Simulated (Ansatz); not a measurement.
# C₃H₁₁GeN: up Jacob's ladder to CCSD(T)

An exercise on one series of results from a longer session: the logs are not shown, and one member is left open.

Computed with Ansatz 0.2.0, Gaussian basis. Level: functionals in def2-TZVPP, the program's frozen cores in correlated methods.

Plan: LDA (SPW92), PBE-D4, revPBE-D4, BLYP-D4, r2SCAN-D4, B97M-V, PBE0-D4, B3LYP-D4, r2SCANh-D4, r2SCAN0-D4, HSE06-D4, BHLYP-D4, CAM-B3LYP-D4, LC-ωPBE, ωB97X-V, ωB97M-V, B2PLYP, PBE-QIDH; CCSD(T)/def2-SVP; MP2/def2-TZVPP; MP2/def2-QZVPP; RPA on PBE.

## The relaxed structure

An earlier PBE0-D4 in a triple-zeta def2 set relaxation fixed the geometry.

SMILES `[CH3][Ge]([CH3])([CH3])[NH2]`, 16 atoms, charge 0, spin multiplicity 1.

Atoms are counted from 1 here; the program's logs count them from 0.

Bond lengths: C1–Ge2 1.962 Å, C1–H6 1.092 Å, C1–H7 1.092 Å, C1–H8 1.092 Å, Ge2–C3 1.951 Å, Ge2–C4 1.951 Å, Ge2–N5 1.852 Å, C3–H9 1.091 Å, C3–H10 1.092 Å, C3–H11 1.092 Å, C4–H12 1.091 Å, C4–H13 1.092 Å, C4–H14 1.092 Å, N5–H15 1.011 Å, N5–H16 1.011 Å. Angles: Ge2–C1–H6 110.6°, Ge2–C1–H7 110.8°, Ge2–C1–H8 110.5°, H6–C1–H7 108.3°, H6–C1–H8 108.3°, H7–C1–H8 108.3°, C1–Ge2–C3 109.9°, C1–Ge2–C4 110.0°, C1–Ge2–N5 113.0°, C3–Ge2–C4 112.0°, C3–Ge2–N5 106.0°, C4–Ge2–N5 105.9°, Ge2–C3–H9 110.1°, Ge2–C3–H10 110.7°, Ge2–C3–H11 110.7°, H9–C3–H10 108.8°, H9–C3–H11 108.4°, H10–C3–H11 108.1° and more.

Set-up of the first run:

Contents of in.yaml:

```yaml
crystal:
  periodic: [false, false, false]
  atoms:
    - {symbol: C, position_ang: [-0.980504, 0.455402, -1.549599]}
    - {symbol: Ge, position_ang: [-0.045835, 0.027138, 0.121581]}
    - {symbol: C, position_ang: [1.671576, 0.950377, 0.178931]}
    - {symbol: C, position_ang: [0.158753, -1.905135, 0.293782]}
    - {symbol: N, position_ang: [-0.970260, 0.577121, 1.629610]}
    - {symbol: H, position_ang: [-1.126297, 1.533584, -1.641967]}
    - {symbol: H, position_ang: [-0.406460, 0.111896, -2.413256]}
    - {symbol: H, position_ang: [-1.959885, -0.026673, -1.575383]}
    - {symbol: H, position_ang: [2.191532, 0.716738, 1.109092]}
    - {symbol: H, position_ang: [2.300770, 0.648167, -0.660431]}
    - {symbol: H, position_ang: [1.529501, 2.031731, 0.124764]}
    - {symbol: H, position_ang: [0.667918, -2.146006, 1.228068]}
    - {symbol: H, position_ang: [0.741505, -2.307158, -0.537191]}
    - {symbol: H, position_ang: [-0.815981, -2.397400, 0.294416]}
    - {symbol: H, position_ang: [-1.109883, 1.576805, 1.690172]}
    - {symbol: H, position_ang: [-1.869349, 0.130713, 1.751608]}
basis:
  gaussian: {orbitals: def2-TZVPP}
hamiltonian: {xc: lda}
output: {orbitals: {seedname: orbitals}}
```

The run is started by

```console
$ ansatz run in.yaml --threads 4 --pin off --events-out ev --progress --plain --max-ram 11315MiB
```

Among the steps run: LDA; PBE-D4 (GGA); revPBE-D4 (GGA); BLYP-D4 (GGA); r2SCAN-D4 (meta-GGA); B97M-V (meta-GGA); PBE0-D4 (hybrid); B3LYP-D4 (hybrid); r2SCANh-D4 (hybrid); r2SCAN0-D4 (hybrid); HSE06-D4 (hybrid); BHLYP-D4 (hybrid); CAM-B3LYP-D4 (range-separated); LC-ωPBE (range-separated); ωB97X-V (range-separated); ωB97M-V (range-separated); B2PLYP (double hybrid); PBE-QIDH (double hybrid).

One of the session's tables, all rows but one given; the rest of the session is left out.

It belongs to the step «Frontier levels by functional». 

| functional | HOMO (eV) | LUMO (eV) | gap (eV) |
| --- | --- | --- | --- |
| LDA (SPW92) | -5.56 | -0.17 | 5.39 |
| PBE-D4 | -5.42 | -0.05 | 5.37 |
| revPBE-D4 | -5.36 | 0.03 | 5.39 |
| BLYP-D4 | -5.30 | -0.07 | 5.23 |
| r2SCAN-D4 | -5.71 | 0.69 | 6.41 |
| B97M-V | ? | ? | ? |
| PBE0-D4 | -6.83 | 0.73 | 7.56 |
| B3LYP-D4 | -6.60 | 0.39 | 6.98 |
| r2SCANh-D4 | -6.24 | 0.91 | 7.16 |
| r2SCAN0-D4 | -7.04 | 1.22 | 8.26 |
| HSE06-D4 | -6.43 | 0.36 | 6.79 |
| BHLYP-D4 | -8.16 | 1.28 | 9.44 |
| CAM-B3LYP-D4 | -8.25 | 1.45 | 9.70 |
| LC-ωPBE | -9.63 | 2.77 | 12.40 |
| ωB97X-V | -9.27 | 2.52 | 11.79 |
| ωB97M-V | -9.18 | 2.08 | 11.26 |

Q: Estimate the row for B97M-V from the others.

As computed: HOMO (eV): -5.83; LUMO (eV): 0.08; gap (eV): 5.91. In the column «HOMO (eV)» it lies between r2SCANh-D4 (-6.24) and r2SCAN-D4 (-5.71).
